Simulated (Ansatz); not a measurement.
**WB+ (triplet): wave-function methods side by side, def2-TZVPP**

The task here is to estimate one member of a computed series from the others.

The runs use Ansatz 0.2.0, Gaussian basis; def2-TZVPP, core rule «outside noble gas», up to 5 orbitals frozen.

The runs, in order: UHF; ROHF; CCSD(T) on UHF.

## The geometry

The geometry is a PBE0/def2-TZVP stationary point (not a proven minimum) of the parent state, kept for this charge and spin. No spin-orbit coupling is included. Elements past krypton take def2 core potentials.

2 atoms, charge 1, spin multiplicity 3.

Atoms are counted from 1 here; the program's logs count them from 0.

Bond lengths: W1–B2 1.962 Å.

Set-up of the first run:

Input file in.yaml:

```yaml
crystal:
  periodic: [false, false, false]
  atoms:
    - {symbol: W, position_ang: [0.000000, 0.000000, 0.000000]}
    - {symbol: B, position_ang: [0.000000, 0.000000, 1.962218]}
basis:
  gaussian: {orbitals: def2-TZVPP}
total_charge: 1
magnetization: {spin_polarized: true, initial_magnetization: 2}
hamiltonian: {xc: hf}
output: {orbitals: {seedname: orbitals}}
```

Command:

```console
> ansatz run in.yaml --threads 1 --pin off --events-out ev --progress --plain --max-ram 2816MiB --backend cpu
```

Steps of the session up to this table: UHF; ROHF; CCSD(T) on UHF.

One table of the session follows, with a row left open; its other results are not shown here.

```
  method  from UCCSD(T) (meV)
    ROHF              +6994.0
     UHF              +5268.4
    UMP2              +1239.7
   UCCSD                    ?
UCCSD(T)                    0
```

Estimate the missing values for UCCSD.

As computed: from UCCSD(T) (meV): +337.0. In the column «from UCCSD(T) (meV)» it lies between UCCSD(T) (0) and UMP2 (+1239.7).

Limits of these values: The determinant is far from a pure spin state, so its energy mixes those of several spin states (harmless only where they are near-degenerate, as at dissociation). Warnings: spin contamination; coupled cluster took another determinant than the lowest.
